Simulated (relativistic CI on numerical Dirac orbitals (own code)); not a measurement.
**W⁴⁺: resonant inelastic X-ray scattering at the O2,3 edge**

Aim: the energy losses and their intensities at the absorption maxima, by the Kramers-Heisenberg formula, for 6 crystal fields.

The numbers are computed with relativistic CI on numerical Dirac orbitals (own code) version 3 (Dirac-Coulomb-Breit CI, KLI orbitals optimised for each configuration, model QED (radiative potential, 1s self-energy scaled to tabulated hydrogen-like ionisation energies), Kramers-Heisenberg scattering through one core-hole configuration in a parametric crystal field), except any that are marked as measured or tabulated.

**1. The system**

| Item | Value |
| --- | --- |
| ion | W⁴⁺ (W V) |
| nuclear charge | 74 |
| electrons | 70 |
| configurations | [Xe] 4f14 5d2 → [Kr] 4d10 4f14 5s2 5p5 5d3 |
| temperature | 300 K |
| core-hole width | 1.5 eV |
| field 1 (cm⁻¹) | Oh, 10Dq = 8500 |
| field 2 (cm⁻¹) | Oh, 10Dq = 19200 |
| field 3 (cm⁻¹) | Oh, 10Dq = 29850 |
| field 4 (cm⁻¹) | Oh, 10Dq = 40550 |
| field 5 (cm⁻¹) | Oh, 10Dq = 51250 |
| field 6 (cm⁻¹) | Oh, 10Dq = 61950 |

**2. Field 1: Oh, 10Dq = 8500**

Settings, as recorded:

```ini
atom W  Z=74  charge=4  electrons=70
nucleus A=184  rms_radius_fm=5.3658
hamiltonian dirac-coulomb  breit=on  qed=on  c_scale=1
orbitals kli  potential=per-configuration
slater_scale 1
correlation none
mixing on
configurations
  [Xe] 4f14 5d2
  [Kr] 4d10 4f14 5s2 5p5 5d3
end
rixs O2,3 T=300 core_hole_width=1.5
crystal_field Oh 10Dq=8500
```

On the command line:

```sh
$ python run_levels.py task.json out
```

task.json lists these runs, among others, and the program works through them in turn.

**3. Field 2: Oh, 10Dq = 19200**

Settings: those of step 2 with these lines changed.

```diff
@@ -12,2 +12,2 @@
 rixs O2,3 T=300 core_hole_width=1.5
-crystal_field Oh 10Dq=8500
+crystal_field Oh 10Dq=19200
```

**4. Field 3: Oh, 10Dq = 29850**

Settings: those of step 3 with these lines changed.

```diff
@@ -12,2 +12,2 @@
 rixs O2,3 T=300 core_hole_width=1.5
-crystal_field Oh 10Dq=19200
+crystal_field Oh 10Dq=29850
```

**5. Field 4: Oh, 10Dq = 40550**

Settings: those of step 4 with these lines changed.

```diff
@@ -12,2 +12,2 @@
 rixs O2,3 T=300 core_hole_width=1.5
-crystal_field Oh 10Dq=29850
+crystal_field Oh 10Dq=40550
```

**6. Field 5: Oh, 10Dq = 51250**

Settings: those of step 5 with these lines changed.

```diff
@@ -12,2 +12,2 @@
 rixs O2,3 T=300 core_hole_width=1.5
-crystal_field Oh 10Dq=40550
+crystal_field Oh 10Dq=51250
```

**7. Field 6: Oh, 10Dq = 61950**

Settings: those of step 6 with these lines changed.

```diff
@@ -12,2 +12,2 @@
 rixs O2,3 T=300 core_hole_width=1.5
-crystal_field Oh 10Dq=51250
+crystal_field Oh 10Dq=61950
```

(Steps that only read results are left out.)

Before running it: what results should come out? Wanted: incident energies, field 1.

As calculated:

| field | S, thermal mean | first incident energy (eV) | lowest loss over 0.08 eV (eV) | strongest such loss there (eV) | its level |
| --- | --- | --- | --- | --- | --- |
| 1: Oh | 0.97 | 43.9 | 0.108 | 0.108 | T2, S = 1.0 |
| 2: Oh | 0.98 | 44.3 | 0.590 | 1.718 | T2, S = 0.4 |
| 3: Oh | 0.98 | 44.9 | 0.536 | 0.536 | T1, S = 1.0 |
| 4: Oh | 0.98 | 54.3 | 0.504 | 5.036 | T2, S = 1.0 |
| 5: Oh | 0.98 | 47.1 | 0.483 | 0.483 | T1, S = 1.0 |
| 6: Oh | 0.98 | 47.6 | 0.469 | 0.469 | T1, S = 1.0 |

```
                            quantity                value
          incident energies, field 1  43.9, 47.9, 54.4 eV
strongest loss over 0.08 eV, field 1              0.11 eV
```

**Reading.** In field 1 the strongest loss over 0.08 eV at the first resonance is 0.11 eV (T2, S = 1.0). Spin-orbit coupling in the valence shell mixes spin states, so S is only an average. The first incident energy is the lowest absorption maximum of each field and need not be the same resonance in all. Only the lowest levels kept in the record count, and labels are spin-orbit irreps. Polarisations are summed, and charge-transfer losses are outside the model.
